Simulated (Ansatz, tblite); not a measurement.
# The cluster ZrAu₆+: a ladder of methods and basis sets

One table from this session's results is given with a row withheld; the runs are named, their logs left out.

Method: as each input shows; program: Ansatz 0.2.0, Gaussian basis.

Levels to be run: GFN1-xTB, GFN2-xTB, PBE-D4/def2-TZVP, r2SCAN-D4/def2-TZVP, r2SCAN0-D4/def2-TZVP, LC-ωPBE/def2-TZVP, PBE-D4/def2-SVP, PBE0-D4/def2-SVP, MP2/def2-TZVP, RPA/def2-TZVP.

7 further runs of the same task are left out: 1 that didn't finish, 6 set aside as unsound or not needed.

**The structure**

The geometry is that of the doublet, from an earlier relaxation (r2SCAN-D4/def2-SVP). At that level it is the lowest of the isomers that a small search found.

7 atoms, charge 1, spin multiplicity 2.

Bond lengths: Zr1–Au2 2.679 Å, Zr1–Au3 2.740 Å, Zr1–Au4 2.740 Å, Zr1–Au5 2.484 Å, Zr1–Au6 2.679 Å, Zr1–Au7 2.803 Å, Au2–Au4 2.691 Å, Au3–Au6 2.691 Å, Au3–Au7 2.679 Å, Au4–Au7 2.680 Å. Angles: Au2–Zr1–Au3 139.7°, Au2–Zr1–Au4 59.5°, Au2–Zr1–Au5 108.2°, Au2–Zr1–Au6 104.8°, Au2–Zr1–Au7 116.8°, Au3–Zr1–Au4 106.4°, Au3–Zr1–Au5 112.0°, Au3–Zr1–Au6 59.5°, Au3–Zr1–Au7 57.8°, Au4–Zr1–Au5 112.0°, Au4–Zr1–Au6 139.7°, Au4–Zr1–Au7 57.8°, Au5–Zr1–Au6 108.2°, Au5–Zr1–Au7 101.5°, Au6–Zr1–Au7 116.8°, Zr1–Au2–Au4 61.4°, Zr1–Au3–Au6 59.1°, Zr1–Au3–Au7 62.3° and more.

Au, Zr take a core potential in the def2 sets. No spin-orbit coupling is included. The ion is computed in the gas phase, without counter-ions or solvent.

PBE0-D4/def2-TZVP was run before; its log isn't repeated, and its numbers join the tables.

Set-up of the first run:

Tight binding, by tblite at 300 K electronic temperature and without a spin-polarisation term:

```python
tblite.interface.Calculator('GFN1-xTB', numbers, positions, charge=1, uhf=1).singlepoint()
```

Tight binding, by tblite at 300 K electronic temperature and without a spin-polarisation term:

```python
tblite.interface.Calculator('GFN2-xTB', numbers, positions, charge=1, uhf=1).singlepoint()
```

start.molden holds the orbitals of an earlier run on this state, given as this run's starting guess.

in.yaml

```yaml
crystal:
  periodic: [false, false, false]
  atoms:
    - {symbol: Zr, position_ang: [-0.048453, -0.396392, 0.186326]}
    - {symbol: Au, position_ang: [-2.425201, -0.249357, 1.413417]}
    - {symbol: Au, position_ang: [1.080468, 0.141787, -2.252009]}
    - {symbol: Au, position_ang: [-0.963207, 1.996141, 1.160290]}
    - {symbol: Au, position_ang: [1.560334, -1.479232, 1.738785]}
    - {symbol: Au, position_ang: [-0.448029, -2.043312, -1.888420]}
    - {symbol: Au, position_ang: [1.244098, 2.030367, -0.358399]}
basis:
  gaussian: {orbitals: def2-TZVP, initial_orbitals: start.molden}
total_charge: 1
magnetization: {spin_polarized: true, initial_magnetization: 1}
hamiltonian: {xc: pbe, dispersion: d4}
scf: {omitted_lower_state_checks: [starts]}
output: {forces: true, orbitals: {seedname: orbitals}}
```

The run is started by

```sh
$ ansatz run in.yaml --threads 4 --pin off --events-out ev --progress --plain --max-ram 4787MiB
```

Among the steps run: PBE-D4/def2-TZVP; r2SCAN-D4/def2-TZVP; r2SCAN0-D4/def2-TZVP; LC-ωPBE/def2-TZVP; PBE-D4/def2-SVP; PBE0-D4/def2-SVP; MP2/def2-TZVP; RPA/def2-TZVP.

One of the session's tables, all rows but one given; the rest of the session is left out.

It belongs to the step «Levels side by side». 

```
               level  HOMO (eV)  LUMO (eV)  gap (eV)
     PBE-D4/def2-SVP      -9.36      -9.10      0.26
    PBE-D4/def2-TZVP          ?          ?         ?
 r2SCAN-D4/def2-TZVP      -9.43      -8.95      0.48
    PBE0-D4/def2-SVP      -9.97      -8.31      1.65
   PBE0-D4/def2-TZVP      -9.92      -8.26      1.66
r2SCAN0-D4/def2-TZVP     -10.05      -8.20      1.86
   LC-ωPBE/def2-TZVP     -11.68      -6.12      5.56
```

**Question.** Estimate the row for PBE-D4/def2-TZVP.

The run gave: HOMO (eV): -9.33; LUMO (eV): -9.07; gap (eV): 0.26. In the column «HOMO (eV)» it is the highest.
